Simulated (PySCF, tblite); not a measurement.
# C2H10N2O2Si2: geometry, infrared bands and NMR shifts

What infrared bands and NMR shifts should C2H10N2O2Si2 (`N[Si@@H]1COCO[SiH2]N1`) show?

Programs: tblite 0.8.0 and PySCF 2.14.0, with density-fitted response routines of our own. Each step states its level of theory. These are calculated values for one molecule in the gas phase, unless marked as measured. Atoms are numbered from 0 throughout.

## 1. The molecule as given

18 atoms, charge 0, multiplicity 1; geometry from: force field or distance geometry start.

Bonds of the start (Å): N0–Si1 1.78, Si1–C2 1.85, C2–O3 1.42, O3–C4 1.41, C4–O5 1.40, O5–Si6 1.72, Si6–N7 1.80, N7–Si1 1.77, N0–H8 1.04, N0–H9 1.03, Si1–H10 1.49, C2–H11 1.11, C2–H12 1.10, C4–H13 1.10, C4–H14 1.10, Si6–H15 1.49, Si6–H16 1.46, N7–H17 1.03.

## 2. Geometry optimisation with GFN2-xTB

The job: settings as JSON, then the geometry in Å.

```
{"job": {"kind": "relax", "xc": "GFN2-xTB", "basis": "xTB"}, "charge": 0, "multiplicity": 1}
N      2.385500     0.448100    -0.925700
Si     1.148200    -0.147000     0.203900
C      0.217400    -1.557000    -0.560100
O     -0.856500    -1.009000    -1.301700
C     -1.895200    -0.824100    -0.364400
O     -2.451900     0.441300    -0.601100
Si    -1.157300     1.567800    -0.553100
N      0.014200     1.112300     0.730200
H      2.882300     1.244100    -0.487900
H      3.051700    -0.324900    -1.082000
H      1.856500    -0.650400     1.411100
H     -0.172800    -2.233200     0.229300
H      0.898700    -2.133100    -1.203500
H     -2.666500    -1.565400    -0.608300
H     -1.483100    -0.913600     0.656700
H     -1.723500     2.868600    -0.111400
H     -0.518600     1.742400    -1.857000
H      0.462300     1.939500     1.148700
```

Launch:

```console
$ OMP_NUM_THREADS=1 python probes_run.py task.json out
```

This one command runs all jobs of the session in turn.

**Question.** This job is followed by: GFN2-xTB harmonic vibrations, gas phase; GIAO PBE0/pcSseg-1 NMR shielding, non-relativistic, gas phase. Predict these results of the whole session: strongest single infrared mode (GFN2-xTB); zero-point energy (GFN2-xTB); 13C shifts against TMS (PBE0/pcSseg-1); 1H shifts against TMS (PBE0/pcSseg-1, means over atoms taken as alike); 15N shifts against NH3 (PBE0/pcSseg-1); 29Si shifts against TMS (PBE0/pcSseg-1); 17O shifts against H2O (PBE0/pcSseg-1).

The runs gave:

```
                                                              quantity                                                      value
                             strongest single infrared mode (GFN2-xTB)                                      1162 cm⁻¹, 443 km/mol
                                          zero-point energy (GFN2-xTB)                                              81.5 kcal/mol
                                13C shifts against TMS (PBE0/pcSseg-1)                                             97.0, 67.8 ppm
1H shifts against TMS (PBE0/pcSseg-1, means over atoms taken as alike)  5.64, 5.64, 5.48, 5.01, 4.81, 3.83, 3.14, 0.19, -0.53 ppm
                                15N shifts against NH3 (PBE0/pcSseg-1)                                             29.6, 16.0 ppm
                               29Si shifts against TMS (PBE0/pcSseg-1)                                           -21.7, -33.1 ppm
                                17O shifts against H2O (PBE0/pcSseg-1)                                             84.3, 67.6 ppm
```

What this shows: Over 181 steps the energy fell by 1.087 eV; of the close pairs, O5–Si6 changed most, 1.717 to 1.624 Å. All 48 modes are real, so the xTB geometry is a minimum. The strongest single mode, at 1162 cm⁻¹, moves mainly H17 and N7. GFN2-xTB is a fitted tight-binding method: band positions and strengths are rough. Its intensities can rank the bands wrongly. At PBE0/pcSseg-1: The largest span, 146 ppm, is at O3, where the paramagnetic term is -128 ppm.
